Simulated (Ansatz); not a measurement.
# TiSi3O8: the band gap up the ladder of functionals

An exercise on one series of results from a longer session: the logs are not shown, and one member is left open.

Program: Ansatz 0.2.0. PAW datasets, plane waves. The calculation is spin-unpolarised, and the structure need not be a phase that has been made.

### Starting point

The cell was relaxed beforehand with r2SCAN.

Space group Pmm2 (No. 25), orthorhombic; conventional cell a = 2.886 Å, b = 6.262 Å, c = 6.869 Å, 10.34 Å³ an atom. Around Si lie 4 O at 1.63–1.66 Å; around Si lie 4 O at 1.62–1.79 Å; around O lie 2 Si at 1.62 Å; around O lie 2 Si at 1.66 Å; around O lie 2 Si at 1.64 Å.

Structure file:

Space group Pmm2 (No. 25). a = 2.886 Å, b = 6.262 Å, c = 6.869 Å, α = 90.00°, β = 90.00°, γ = 90.00°
```
atom  site  symmetry       x       y       z
  Si    1a       mm2  0.0000  0.0000  0.9855
  Si    2h       m..  0.5000  0.2517  0.5387
   O    1c       mm2  0.5000  0.0000  0.5946
   O    1c       mm2  0.5000  0.0000  0.1047
   O    2g       m..  0.0000  0.2812  0.4280
   O    2g       m..  0.0000  0.2128  0.8500
  Ti    1b       mm2  0.0000  0.5000  0.9289
   O    1d       mm2  0.5000  0.5000  0.6682
   O    1d       mm2  0.5000  0.5000  0.0846
```

Set-up of the first run:

Contents of input.yaml:

```yaml
crystal:
  lattice:
    - [2.8858702152, 0.0, 0.0]
    - [0.0, 6.2619437631, 0.0]
    - [0.0, 0.0, 6.8694257133]
  atoms:
    - { symbol: Si, position: [0.0, 0.0, -0.0145029504] }
    - { symbol: Si, position: [0.5, 0.2516940307, 0.5387325297] }
    - { symbol: O, position: [0.5, 0.0, 0.5946388324] }
    - { symbol: O, position: [0.5, 0.0, 0.1046814415] }
    - { symbol: O, position: [0.0, 0.2812229369, 0.4279883288] }
    - { symbol: O, position: [0.0, 0.2128084485, 0.8500477804] }
    - { symbol: Ti, position: [0.0, 0.5, -0.071085478] }
    - { symbol: Si, position: [0.5, 0.7483059693, 0.5387325297] }
    - { symbol: O, position: [0.5, 0.5, 0.6681769184] }
    - { symbol: O, position: [0.5, 0.5, 0.0845539587] }
    - { symbol: O, position: [0.0, 0.7187770631, 0.4279883288] }
    - { symbol: O, position: [0.0, 0.7871915515, 0.8500477804] }
kpoints:
  mp_grid: { grid: [8, 4, 4] }
  band_path:
    path:
      - [[0.0, 0.0, 0.0], [0.5, 0.0, 0.0], [0.5, 0.5, 0.0], [0.0, 0.5, 0.0], [0.0, 0.0, 0.0], [0.0, 0.0, 0.5], [0.5, 0.0, 0.5], [0.5, 0.5, 0.5], [0.0, 0.5, 0.5], [0.0, 0.0, 0.5]]
      - [[0.5, 0.0, 0.0], [0.5, 0.0, 0.5]]
      - [[0.0, 0.5, 0.0], [0.0, 0.5, 0.5]]
      - [[0.5, 0.5, 0.0], [0.5, 0.5, 0.5]]
    npoints: 10
hamiltonian:
  xc: pbe
scf:
  occupations: { method: fermi_dirac, width: 0.02 }
  n_extra_bands: 7
output:
  forces: true
  stress: true
  eigenvalues: true
```

Among the steps run: Band structure with PBE; r2SCAN; HSE06 at the same geometry; PBE0.

One of the session's tables, all rows but one given; the rest of the session is left out.

| level | gap (eV) |
| --- | --- |
| PBE | 3.31 |
| r2SCAN | ? |
| HSE06 | 5.10 |
| PBE0 | 5.87 |

Estimate the missing values for r2SCAN.

**Answer.** gap (eV): 3.74. In the column «gap (eV)» it lies between PBE (3.31) and HSE06 (5.10).

Meshes: PBE 8×4×4, r2SCAN 8×4×4, HSE06 6×2×2, PBE0 6×2×2

The gap runs from 3.31 eV (PBE) to 5.87 eV (PBE0). Against HSE06, PBE is short by 1.79 eV, at 65 % of it, and r2SCAN 73 %. PBE0 lies 0.77 eV above HSE06, which differs from it by screening the long-range exchange.

To keep in mind: Warnings in the runs' records: stress scf threshold loose, stress exchange threshold loose.
